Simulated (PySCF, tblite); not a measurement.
**C7H4N radical: geometry, infrared bands and EPR parameters**

Wanted: the infrared bands and EPR parameters of C7H4N radical (`N#Cc1c[c]ccc1`), by calculation.

Programs: tblite 0.8.0 and PySCF 2.14.0, with density-fitted response routines of our own. Each step states its level of theory. These are calculated values for one molecule in the gas phase, unless marked as measured. Atoms count from 0, in the outputs and in this text.

## 1. Starting geometry

12 atoms, charge 0, multiplicity 2; geometry from: force field or distance geometry start.

Bonds of the start (Å): N0–C1 1.18, C1–C2 1.42, C2–C3 1.38, C3–C4 1.38, C4–C5 1.39, C5–C6 1.39, C6–C7 1.39, C7–C2 1.40, C3–H8 1.10, C5–H9 1.09, C6–H10 1.08, C7–H11 1.08.

## 2. Optimising the geometry with GFN2-xTB

The job: settings as JSON, then the geometry in Å.

```
{"job": {"kind": "relax", "xc": "GFN2-xTB", "basis": "xTB"}, "charge": 0, "multiplicity": 2}
N      3.536200     0.467800     0.058800
C      2.372000     0.264300     0.031900
C      0.978100    -0.027000     0.025500
C      0.473500    -1.305600     0.064600
C     -0.889700    -1.526400     0.058700
C     -1.819400    -0.495900    -0.023300
C     -1.312900     0.795700    -0.075100
C      0.056700     1.018800    -0.045700
H      1.148900    -2.165000     0.131400
H     -2.886000    -0.702300    -0.031400
H     -2.013800     1.617300    -0.129700
H      0.357500     2.057600    -0.091800
```

The run is started by

```sh
OMP_NUM_THREADS=1 python probes_run.py task.json out
```

One launch serves the whole session: the jobs run in the order shown.

**Question.** This job is followed by: GFN2-xTB harmonic vibrations, gas phase; UKS B3LYP, pcH-1 on C H N, non-relativistic, mean-field spin-orbit, GIAO. Predict these results of the whole session: strongest single infrared mode (GFN2-xTB); zero-point energy (GFN2-xTB); g(iso) (B3LYP); ⟨S²⟩; largest a(iso); surface potential, 1st and 99th percentile.

**Answer**, as computed:

```
                                 quantity                  value
strongest single infrared mode (GFN2-xTB)  2366 cm⁻¹, 232 km/mol
             zero-point energy (GFN2-xTB)          52.1 kcal/mol
                           g(iso) (B3LYP)                2.00224
                                     ⟨S²⟩     0.757 (exact 0.75)
                           largest a(iso)   13C on C4, 413.2 MHz
    surface potential, 1st and 99th percentile     -1.74 V and 1.37 V
```

The optimisation took 27 steps and gained 0.185 eV; among the close pairs (by a distance rule), N0–C1 changed most, from 1.182 to 1.147 Å. All 30 modes are real, so the xTB geometry is a minimum. The strongest single mode, at 2366 cm⁻¹, moves mainly C1 and N0. GFN2-xTB is a fitted tight-binding method: band positions and strengths are rough. Its intensities can rank the bands wrongly. Most of the unpaired spin sits on C4 (1.01 e). The isotropic g lies 0.1 ppt below the free-electron value.
